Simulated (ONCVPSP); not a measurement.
**An ONCV potential for Ta, from input to tests**

Task: generate the file, and judge it by its errors in other configurations, its logarithmic derivatives, its ghosts and its cutoff.

Method: ONCVPSP 4.0.1.1 (patched build), LDA (Perdew-Wang 92), scalar-relativistic.

### Step 1. Settings

Typed settings, in words:

```
element                 : tantalum (Ta, Z = 73)
type                    : optimised norm-conserving Vanderbilt (ONCV)
frozen core             : [Xe]
valence charge          : 19
reference configuration : 4f14 5d3 6s1.75 6p0.25
partial waves           : 6s: rc 2.25 bohr, ncon 3, nbas 6, qcut 2.5 1/bohr, 2 projectors, debl 2 Ha; 6p: rc 2.90 bohr, ncon 4, nbas 8, qcut 3.4 1/bohr, 2 projectors, debl 0.7 Ha; 5d: rc 2.00 bohr, ncon 4, nbas 7, qcut 5.4 1/bohr, 1 projector; 4f: rc 0.95 bohr, ncon 5, nbas 9, qcut 21.5 1/bohr, 2 projectors, debl 1.6 Ha
local potential         : polynomial inside 0.75 bohr (lpopt 4, dvloc0 3 Ha)
core correction         : Teter function, fcfact 4.75, rcfact 1.1
```

An earlier all-electron run gives the scale for the radii.

All-electron outer shells of the reference configuration (LDA (PZ), scalar-relativistic, ld1.x):

| shell | level (eV) | outermost node (bohr) | outermost maximum (bohr) |
| --- | --- | --- | --- |
| 5s | -73.59 | 0.54 | 0.98 |
| 5p | -39.96 | 0.58 | 1.13 |
| 4f | -25.33 | – | 0.44 |
| 6s | -5.89 | 1.32 | 2.74 |
| 5d | -4.13 | 0.65 | 1.58 |
| 6p | -1.69 | 1.59 | 3.85 |

### Step 2. The generation run

Ta.dat

```
# ATOM AND REFERENCE CONFIGURATION
# atsym  z   nc   nv     iexc    psfile
  Ta 73.00   11    4  -001012      upf
#
#   n    l    f
    1    0    2.00
    2    0    2.00
    2    1    6.00
    3    0    2.00
    3    1    6.00
    3    2   10.00
    4    0    2.00
    4    1    6.00
    4    2   10.00
    5    0    2.00
    5    1    6.00
    4    3   14.00
    5    2    3.00
    6    0    1.75
    6    1    0.25
#
# PSEUDOPOTENTIAL AND OPTIMIZATION
# lmax
    3
#
#   l,   rc,      ep,       ncon, nbas, qcut
    0    2.25    0.00    3    6    2.50
    1    2.90    0.00    4    8    3.40
    2    2.00    0.00    4    7    5.40
    3    0.95    0.00    5    9   21.50
#
# LOCAL POTENTIAL
# lloc, lpopt,  rc(5),   dvloc0
    4    4    0.75    3.00
#
# VANDERBILT-KLEINMAN-BYLANDER PROJECTORs
# l, nproj, debl
    0    2    2.00
    1    2    0.70
    2    1    1.70
    3    2    1.60
#
# MODEL CORE CHARGE
# icmod, fcfact, rcfact
    3    4.75    1.10
#
# LOG DERIVATIVE ANALYSIS
# epsh1, epsh2, depsh
   -2.00    5.00    0.02
#
# OUTPUT GRID
# rlmax, drl
    6.00    0.01
#
# TEST CONFIGURATIONS
# ncnf
    4
# nvcnf
#   n    l    f
    4
    4    3   14.00
    5    2    3.00
    6    0    2.00
    6    1    0.00
#
    4
    4    3   14.00
    5    2    3.00
    6    0    1.00
    6    1    0.00
#
    4
    4    3   14.00
    5    2    3.00
    6    0    0.00
    6    1    0.00
#
    4
    4    3   14.00
    5    2    3.00
    6    0    0.00
    6    1    2.00
#
```

The run is started by

```console
$ oncvpsp.x < Ta.dat > Ta.out
```

What does the calculation give? Wanted: cutoffs for 1 and 0.1 mHa per electron, occupied waves; bound ghosts; GHOST(+) flags; largest test error; largest phase difference near zero energy, channels read; rms error of d²Exc/dn², without and with the model core.

**Answer**, as computed:

| quantity | value |
| --- | --- |
| cutoffs for 1 and 0.1 mHa per electron, occupied waves | 183 Ha and 201 Ha |
| bound ghosts | s at -307.36 eV, p at -27.03 eV |
| GHOST(+) flags | s at 13 eV, p at 128 eV, p at 390 eV |
| largest test error (AE − PS) | +21 meV, for 4f14 5d3 6s0 6p0 |
| largest phase difference near zero energy, channels read | 0.039 rad |
| rms error of d²Exc/dn², without and with the model core | 7.20 and 6.57 mHa |

**Reading.** It has a bound ghost (s, p), a state that the atom doesn't have, and that rules the file out. By total energies transferability is good: the largest error is 21 meV on 23.0 eV, for 4f14 5d3 6s0 6p0. Atomic tests can pass in spite of a ghost, since they solve only for the levels asked. By its cutoff, 183 Ha for the looser tolerance, it is very hard. At the looser tolerance the 4f wave is the slowest; 5d needs 13 Ha. Near zero energy the largest phase difference among the channels read is 0.04 rad, in the s channel. The pseudo curves have a pole with no partner nearby in the atom's: s at 0.45 Ha. At positive energy that is a spurious or a displaced resonance. The program also flags highly localised states, GHOST(+) (s, p). All of this concerns the isolated atom, not yet a solid.
